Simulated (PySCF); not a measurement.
# GaTe: bond curves at several levels of theory

The task here is to estimate one member of a computed series from the others.

Computed with PySCF 2.14.0. Level: Ga aug-cc-pVDZ-PP with ECP10, Te aug-cc-pVDZ-PP with ECP28, scalar-relativistic core potentials.

Set-up of the first run:

A driver script around PySCF takes these settings:

```json
{
 "atoms": "Ga, Te",
 "charge": "0",
 "basis": "Ga aug-cc-pVDZ-PP with ECP10, Te aug-cc-pVDZ-PP with ECP28",
 "Hamiltonian": "scalar-relativistic core potentials",
 "basis functions": "64",
 "electrons treated": "45",
 "masses in u": "68.9256, 129.9062",
 "levels": "PBE0, PBE, r²SCAN, MN15, PBEsol, M06-2X, HF, MP2, SCS-MP2, CCSD, CCSD(T)",
 "grid": "80 radial by 434 angular points",
 "occupations": "held fixed by the projection of orbital angular momentum",
 "dissociation limit": "Ga + Te, each in its ground configuration",
 "starting distance in angstrom": "2.525",
 "values of 2S to try": "1, 3"
}
```

On the command line:

```bash
$ OMP_NUM_THREADS=1 python dia.py task.json out
```

Among the steps run: Input; The PBE0 curve of the state that the search chose; Other states along the same grid; PBE; r²SCAN (meta-GGA); MN15; PBEsol (GGA); M06-2X (hybrid meta-GGA); UHF; Adding correlation.

One table of the session follows, with a row left open; its other results are not shown here.

```
      level  Re (Å)  ωe (cm⁻¹)  De (eV)
        UHF   2.464      218.0     1.32
    UHF-MP2   2.400      274.3     2.60
UHF-SCS-MP2   2.419      259.3     2.40
   UHF-CCSD   2.448      244.2     2.30
UHF-CCSD(T)       ?          ?        ?
        PBE   2.446      244.0     2.94
     PBEsol   2.417      256.5     3.21
     r²SCAN   2.411      258.1     2.87
       PBE0   2.423      251.9     2.77
       MN15   2.456      230.9     2.70
     M06-2X   2.455      246.4     2.32
```

Estimate the missing values for UHF-CCSD(T).

The run gave: Re (Å): 2.445; ωe (cm⁻¹): 249.3; De (eV): 2.48. In the column «Re (Å)» it lies between PBE0 (2.423) and PBE (2.446).
